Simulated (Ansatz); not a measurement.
Predict the output of the script below (Ansatz's Python interface).

`xc_inp.py`
```python
"""Functional comparison for InP (totals differ with the potentials too)."""

import csv

import ansatz as az

system = (
    az.Lattice.fcc(5.861)
    .space_group(216)
    .atom("In", [0.0, 0.0, 0.0])
    .atom("P", [0.25, 0.25, 0.75])
    .primitive()
)

calculation = system.calculation()
calculation = calculation.occupations("fixed").kpoints(6, shift=0.5)
calculation = calculation.pseudopotentials("nc")
calculation = calculation.eigensolver("davidson", mixed_precision=False).forces()
calculation = calculation.stress()

rows = []
for value in ["pbe", "lda", "r2scan", "rpbe"]:
    r = calculation.functional(value).run(threads=1, backend="cpu").report
    rows.append((value, r["free_energy_ev"] / len(r["lattice"]["sites"]), r["n_iterations"], sum(r["stress_gpa"][i][i] for i in range(3)) / 3, max(abs(f) for row in r["forces_ev_ang"] for f in row), r["n_kpoints"]))

with open("xc.csv", "w", newline="") as handle:
    writer = csv.writer(handle)
    writer.writerow(["functional", "F/atom (eV)", "iterations", "P (GPa)", "max component (eV/A)", "k-points"])
    writer.writerows([round(v, 5) if isinstance(v, float) else v for v in row] for row in rows)
print(open("xc.csv").read())
```

Running `python xc_inp.py` prints:
```text
DeckWarning: basis.ecutwfc = 952.398519 eV, auto-derived from the records' recommended cutoffs: set by In (normal level)
DeckWarning: crystal.symmetry: narrowed to the stabiliser of the k-point mesh — unitary ops 24 → 6; excluded 18 operations that carry a point of the 6×6×6 mesh (shift [0.5, 0.5, 0.5]) off the mesh [...]
DeckWarning: basis.ecutwfc = 1220 eV, auto-derived from the records' recommended cutoffs: set by In (normal level)
functional,F/atom (eV),iterations,P (GPa),max component (eV/A),k-points
pbe,-998.27042,8,3.41863,0.00028,28
lda,-996.19813,7,-1.32179,0.00061,28
r2scan,-1048.41548,9,1.6502,0.00093,28
rpbe,-998.95611,8,5.01501,0.00065,28
```
(Warnings from the package without file and line, shortened, repeats left out.)

From lowest to highest: LDA (-1.3 GPa), r2SCAN (1.7 GPa), PBE (3.4 GPa) and RPBE (5.0 GPa). At a fixed cell a lower pressure usually means a smaller equilibrium volume, so LDA prefers the smallest cell and RPBE the largest. Gaps by band count in the reports: PBE 1.45 eV, LDA 1.30 eV, r2SCAN 1.84 eV and RPBE 1.55 eV (Kohn-Sham values on this mesh, as a rule under measured gaps).

What to keep in mind:
- Such functionals run on norm-conserving files made under PBE, which can move pressures by some GPa.
- Of the deposited cell: the entry's cell lengths or inner coordinates differ somewhat from later room-temperature determinations.
- Pressure is positive in compression.
- The structure is a deposited one; some such entries were measured under pressure or heat, so a shift against it needn't be the functional's error alone.
- Total energies of different functionals can't be compared; pressures, moments and gaps at this one structure can.
- Processor time in the engine: 36 s on 1 thread of Intel(R) Xeon(R) Processor @ 2.30GHz, on a shared host, peak memory 0.97 GiB.
